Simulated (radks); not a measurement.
# Ti²⁺ in [Ne] 3s2 3p4 3d4: an all-electron calculation

The task here is to estimate one member of a computed series from the others.

Program: radks (a radial shooting solver on a logarithmic mesh, Libxc functionals) version 1. Level of theory: non-relativistic Kohn-Sham, HCTH/407, spin-polarised, spherical densities, point nucleus; open shells are filled with parallel spins first. These are calculated values, not measurements, unless marked.

### What is computed

* element: titanium (Z = 22)
* charge: +2
* electrons: 20
* configuration: [Ne] 3s2 3p4 3d4

Outer shells as boxes (Hund's rule):

Ti²⁺
```
[Ne] core
3s [↑↓]
3p [↑↓][↑ ][↑ ]
3d [↑ ][↑ ][↑ ][↑ ][  ]
```

The first run:

Input:

```text
Z 22
configuration [Ne] 3s2 3p4 3d4
relativity non-relativistic
functional hcth_407
spin polarised
nucleus point
```

On the command line:

```console
$ python run_ks.py task.json out
```

This one command runs every case of the session in turn.

Among the steps run: Self-consistent calculation.

One of the session's tables, all rows but one given; the rest of the session is left out.

It belongs to the step «Radial structure». Radial moments (bohr):

```
  level      <r>  outermost maximum (interpolated)  90 % within  nodes
  1s up  0.07022                            0.0462        0.125      0
1s down  0.07021                            0.0462        0.125      0
  2s up   0.3274                             0.271        0.508      1
2s down   0.3262                             0.271        0.506      1
  2p up   0.2902                             0.220        0.477      0
2p down   0.2892                             0.220        0.474      0
  3s up    1.002                             0.872         1.49      2
3s down    1.021                             0.876         1.53      2
  3p up        ?                                 ?            ?      ?
3p down    1.106                             0.905         1.72      1
  3d up    1.292                             0.934         2.14      0
3d down    1.510                              1.00         2.54      0
```

Estimate the missing values for 3p up.

As computed: <r>: 1.063; outermost maximum (interpolated): 0.896; 90 % within: 1.63; nodes: 1. In the column «<r>» it lies between 3s down (1.021) and 3p down (1.106).
